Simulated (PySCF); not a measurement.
# UMP2/6-31G(d) (spherical functions) run of SiClOF2 (SMILES [O][Si](F)(F)Cl)

What is the vertical ionisation energy of SiClOF2 at UMP2/6-31G* (spherical functions)? Input form: a Python script.

The results are computed with PySCF 2.14.0.

## (1) The structure to begin with

The species is SiClOF2 (5 atoms), meant as a doublet with charge 0. SMILES: `[O][Si](F)(F)Cl`. The shape is that of a PBE0-D4/def2-TZVP optimisation.

Bond lengths: O1–Si2 1.641 Å, Si2–F3 1.569 Å, Si2–F4 1.569 Å, Si2–Cl5 2.005 Å. Angles: O1–Si2–F3 112.3°, O1–Si2–F4 112.3°, O1–Si2–Cl5 102.8°, F3–Si2–F4 106.3°, F3–Si2–Cl5 111.7°, F4–Si2–Cl5 111.7°.

## (2) A single-point energy at UMP2/6-31G(d) (spherical functions)

Contents of calc.py:

```python
# [O][Si](F)(F)Cl
from pyscf import gto, scf, mp

mol = gto.M(
    atom='''
O     -0.173100     0.048700     1.622400
Si     0.071000    -0.092200     0.005600
F     -0.374600    -1.493300    -0.542700
F      1.581700     0.074400    -0.383900
Cl    -1.055100     1.388700    -0.742800
''',
    max_memory=1860,
    verbose=3,
    spin=1,
    basis='6-31g*',
)

mf = scf.UHF(mol)
mf.conv_tol = 1e-10
mf.kernel()
if not mf.converged:
    mf = mf.newton().run(mf.mo_coeff, mf.mo_occ)

pt = mp.MP2(mf, frozen=13).run()
e_final = pt.e_tot
print(f'total energy: {e_final:.8f} hartree')
```

Started as:

```sh
$ OMP_NUM_THREADS=1 python calc.py
```

The program printed:

```text
converged SCF energy = -1022.31203838602  <S^2> = 0.75536935  2S+1 = 2.0053622
E(UMP2) = -1022.98887466594  E_corr = -0.676836279920469
E(SCS-UMP2) = -1022.96186219769  E_corr = -0.649823811664857
total energy: -1022.98887467 hartree
```

It took 2.9 s on 1 thread of Arm Neoverse V1, shared host; peak memory 0.18 GiB.

## (3) The singlet cation, same level

Contents of job.py:

```python
from pyscf import gto, scf, mp

molecule = gto.M(
    atom='''
O     -0.327112     0.092030     3.065892
Si     0.134171    -0.174233     0.010582
F     -0.707891    -2.821928    -1.025554
F      2.988980     0.140596    -0.725466
Cl    -1.993850     2.624263    -1.403689
''',
    charge=1,
    basis='6-31g*',
    verbose=3,
    max_memory=1860,
    unit='bohr',
)

mf = scf.RHF(molecule)
mf.conv_tol = 1e-10
mf.kernel()
if not mf.converged:
    mf = mf.newton().run(mf.mo_coeff, mf.mo_occ)

pt = mp.MP2(mf, frozen=13).run()
e_tot = pt.e_tot
print(f'total energy: {e_tot:.8f} hartree')
```

Started as:

```sh
$ OMP_NUM_THREADS=1 python job.py
```

The program printed:

```text
converged SCF energy = -1021.75585432222
E(RMP2) = -1022.45649923962  E_corr = -0.700644917403755
E(SCS-RMP2) = -1022.43375366762  E_corr = -0.677899345404397
total energy: -1022.45649924 hartree
```

Wall time 2.1 s (1 thread of Arm Neoverse V1, shared host); peak memory 0.17 GiB.

## (4) Outcome

At UMP2/6-31G* (spherical functions), 13 core orbitals frozen:

| quantity | value |
| --- | --- |
| doublet SiClOF2: total energy | -1022.98887 Eh |
| doublet SiClOF2: dipole moment (Hartree–Fock density) | 0.18 D |
| doublet SiClOF2: HOMO energy (Hartree–Fock orbitals) (highest over α and β) | -13.86 eV |
| doublet SiClOF2: LUMO energy (Hartree–Fock orbitals) (lowest over α and β) | 0.57 eV |
| doublet SiClOF2: correlation energy (13 core orbitals frozen) | -676.8 mEh |
| doublet SiClOF2: ⟨S²⟩ of the reference determinant | 0.755 |
| singlet cation: total energy | -1022.45650 Eh |
| singlet cation: HOMO energy (Hartree–Fock orbitals) | -20.53 eV |
| singlet cation: LUMO energy (Hartree–Fock orbitals) | -12.31 eV |
| singlet cation: HOMO–LUMO gap (Hartree–Fock orbitals) | 8.21 eV |
| singlet cation: correlation energy (13 core orbitals frozen) | -700.6 mEh |
| vertical ionisation energy (to the singlet cation) | 14.487 eV |

The vertical ionisation energy comes to 14.49 eV (334 kcal/mol). Only the singlet of the ionised species was computed; a triplet could lie lower. Mulliken charges (doublet SiClOF2) of the mean-field density run from -0.49 on F3 to +1.66 on Si2; they depend strongly on the basis.
